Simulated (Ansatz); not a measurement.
# Mg4Au: the cost of one run

Program: Ansatz 0.2.0. Level of theory: DFT PBE, scalar-relativistic, plane waves, PAW. These are calculated values, not measurements.

### 1 The structure to begin with

Symmetry: Cmmm, No. 65, orthorhombic system. Conventional cell: a = 4.556 Å, b = 10.813 Å, c = 4.598 Å, α = 90.00°, β = 90.00°, γ = 90.00°. Mg (site symmetry m2m) is surrounded by 2 Au at 2.77 Å and 9 Mg at 3.10 to 3.25 Å. Around Mg (site symmetry m2m) lie 2 Au at 2.77 Å and 9 Mg at 3.14 to 3.24 Å. Around Au (site symmetry mmm) lie 8 Mg at 2.77 Å.

Coordinates:

```cif
data_structure
_symmetry_space_group_name_H-M 'P 1'
_symmetry_Int_Tables_number 1
_cell_length_a 5.8671
_cell_length_b 5.8671
_cell_length_c 4.5984
_cell_angle_alpha 90.000
_cell_angle_beta 90.000
_cell_angle_gamma 134.303
_cell_volume 113.28
loop_
_atom_site_label
_atom_site_type_symbol
_atom_site_fract_x
_atom_site_fract_y
_atom_site_fract_z
_atom_site_occupancy
Mg1 Mg 0.85686 0.14314 0.50000 1
Mg2 Mg 0.35467 0.64533 0.00000 1
Mg3 Mg 0.64533 0.35467 0.00000 1
Mg4 Mg 0.14314 0.85686 0.50000 1
Au1 Au 0.00000 0.00000 0.00000 1
```

The start is the relaxed end of an invented cell (made as: random cell by space group and Wyckoff sites (Pm-3m, No. 221)), taken up again for a closer look.

### 2 A first look at the guess

input.yaml

```yaml
crystal:
  lattice:
    - [2.2781796, -5.4067264, 0.0]
    - [2.2781796, 5.4067264, 0.0]
    - [0.0, 0.0, 4.5984152]
  atoms:
    - { symbol: Mg, position: [0.8568645, 0.1431355, 0.5] }
    - { symbol: Mg, position: [0.354669, 0.645331, 0.0] }
    - { symbol: Mg, position: [0.645331, 0.354669, 0.0] }
    - { symbol: Mg, position: [0.1431355, 0.8568645, 0.5] }
    - { symbol: Au, position: [0.0, 0.0, 0.0] }
basis:
  ecutwfc: 420
kpoints:
  mp_grid: { grid: [4, 4, 4] }
hamiltonian:
  xc: pbe
scf:
  occupations: { method: gaussian, width: 0.1 }
  lower_state_search: "off"
output:
  forces: true
  stress: true
  eigenvalues: true
```

Launch:

```
ansatz run input.yaml --threads 1 --pin off --max-ram 3072MiB --backend cpu --events-out ev --progress --plain --runs-dir out
```

Q: Estimate wall time and peak memory on 1 thread of Arm Neoverse V2, shared host.

About 4.1 s, with a peak of 0.37 GiB.
